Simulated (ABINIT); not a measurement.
The system is SiTe2.

```
CELL_PARAMETERS angstrom
3.80047 0.00000 0.00000
-1.90024 3.29130 0.00000
0.00000 0.00000 7.07909
ATOMIC_POSITIONS crystal
Te 0.66667 0.33333 0.22659
Te 0.33333 0.66667 0.77341
Si 0.00000 0.00000 0.00000
```

The cell comes from a database or a generator and needn't be the stable form of this composition.

* Program: ABINIT 10.8.3 (patched build)
* Task: relaxation of cell and atoms
* Functional: PBE
* Potentials or basis: JTH PAW PBE v2.0
* Cutoff: 408 eV
* k mesh: 6 × 6 × 3
* Occupations: fermi-dirac, width 0.05 eV
* Spin: no spin polarisation

At the start: pressure 0.8 GPa; volume 29.52 Å³/atom.

**Question.** Where does the relaxation end?

**Answer.** Over 15 steps the energy falls by 2.1 meV/atom and the volume is 30.02 Å³/atom (+1.7 %); space group P-3m1 (No. 164, to 0.05 Å).

The path:
```tsv
step	energy change (eV)	largest force (eV/Å)	pressure (GPa)	volume (Å³)
1	0.0000	0.2264	0.78	88.55
2	-0.0022	0.1785	0.58	88.76
3	-0.0058	0.0072	-0.08	89.50
4	-0.0058	0.0016	-0.09	89.50
5	-0.0060	0.0136	-0.05	89.40
6	-0.0060	0.0104	0.00	89.34
7	-0.0060	0.0068	0.02	89.32
8	-0.0060	0.0050	0.03	89.31
9	-0.0060	0.0004	0.04	89.32
10	-0.0060	0.0049	0.06	89.37
11	-0.0061	0.0115	0.08	89.52
12	-0.0061	0.0139	0.07	89.78
13	-0.0062	0.0082	0.04	90.00
14	-0.0062	0.0018	0.01	90.09
15	-0.0062	0.0002	0.00	90.07
```

Final structure:
```yaml
crystal:
  lattice:
    - [3.80076, 0.00000, 0.00000]
    - [-1.90038, 3.29155, 0.00000]
    - [0.00000, 0.00000, 7.19971]
  atoms:
    - { symbol: Te, position: [0.66667, 0.33333, 0.22626] }
    - { symbol: Te, position: [0.33333, 0.66667, 0.77374] }
    - { symbol: Si, position: [0.00000, 0.00000, 0.00000] }
```

Caveat: this functional lacks dispersion, which binds the layers, so the pressure and a relaxed spacing across them are unreliable.
